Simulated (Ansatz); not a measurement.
**AlBrFH3Sn: how energies converge with the basis set**

The task here is to estimate one member of a computed series from the others.

Method: one geometry, several basis sets; program: Ansatz 0.2.0, Gaussian basis.

Levels to be run: PBE0-D4/def2-SVP; ωB97M-V/def2-SVP; PBE0-D4/def2-QZVPP; ωB97M-V/def2-QZVPP; the functionals' def2-TZVPP values are taken from earlier runs.

## The geometry

An earlier PBE0-D4 in a triple-zeta def2 set relaxation fixed the geometry. Sn takes the def2 core potential; no spin-orbit term is included.

7 atoms, charge 0, spin multiplicity 1.

Atoms are counted from 1 here; the program's logs count them from 0.

Bond lengths: F1–Sn2 1.929 Å, Sn2–Al3 2.725 Å, Sn2–Br4 2.837 Å, Sn2–H5 1.727 Å, Al3–Br4 2.425 Å, Al3–H6 1.577 Å, Al3–H7 1.574 Å. Angles: F1–Sn2–Al3 117.0°, F1–Sn2–Br4 101.1°, F1–Sn2–H5 97.7°, Al3–Sn2–Br4 51.6°, Al3–Sn2–H5 136.4°, Br4–Sn2–H5 98.6°, Sn2–Al3–Br4 66.6°, Sn2–Al3–H6 110.4°, Sn2–Al3–H7 110.7°, Br4–Al3–H6 111.6°, Br4–Al3–H7 112.2°, H6–Al3–H7 128.6°, Sn2–Br4–Al3 61.8°.

Geometry (Å):

```xyz
7

F    -1.7909   -1.9841    0.2579
Sn   -1.1548   -0.1928    0.5877
Al    1.4645    0.3125    0.0322
Br    0.0249    0.4352   -1.9151
H    -2.6588    0.6299    0.3795
H     1.8684    1.7473    0.5455
H     2.3081   -1.0162    0.0666
```

Set-up of the first run:

File in.yaml:

```yaml
crystal:
  periodic: [false, false, false]
  atoms:
    - {symbol: F, position_ang: [-1.790857, -1.984072, 0.257915]}
    - {symbol: Sn, position_ang: [-1.154798, -0.192835, 0.587690]}
    - {symbol: Al, position_ang: [1.464549, 0.312488, 0.032166]}
    - {symbol: Br, position_ang: [0.024931, 0.435218, -1.915127]}
    - {symbol: H, position_ang: [-2.658790, 0.629949, 0.379510]}
    - {symbol: H, position_ang: [1.868365, 1.747329, 0.545537]}
    - {symbol: H, position_ang: [2.308101, -1.016176, 0.066608]}
basis:
  gaussian: {orbitals: def2-SVP}
hamiltonian: {xc: pbe0, dispersion: d4}
output: {orbitals: {seedname: orbitals}}
```

Steps of the session up to this table: PBE0-D4 in def2-SVP; ωB97M-V in def2-SVP; PBE0-D4 in def2-QZVPP; ωB97M-V in def2-QZVPP.

One table of the session follows, with a row left open; its other results are not shown here.

It belongs to the step «Density functionals: the series». 

| functional | basis | HOMO (eV) | LUMO (eV) |
| --- | --- | --- | --- |
| PBE0-D4 | def2-SVP | -7.67 | -2.23 |
| PBE0-D4 | def2-TZVPP | -7.72 | -2.32 |
| PBE0-D4 | def2-QZVPP | -7.73 | -2.34 |
| ωB97M-V | def2-SVP | -9.59 | -0.40 |
| ωB97M-V | def2-TZVPP | -9.69 | -0.58 |
| ωB97M-V | def2-QZVPP | ? | ? |

Estimate the missing values for ωB97M-V, def2-QZVPP.

As computed: HOMO (eV): -9.70; LUMO (eV): -0.65. In the column «HOMO (eV)» it is the lowest.
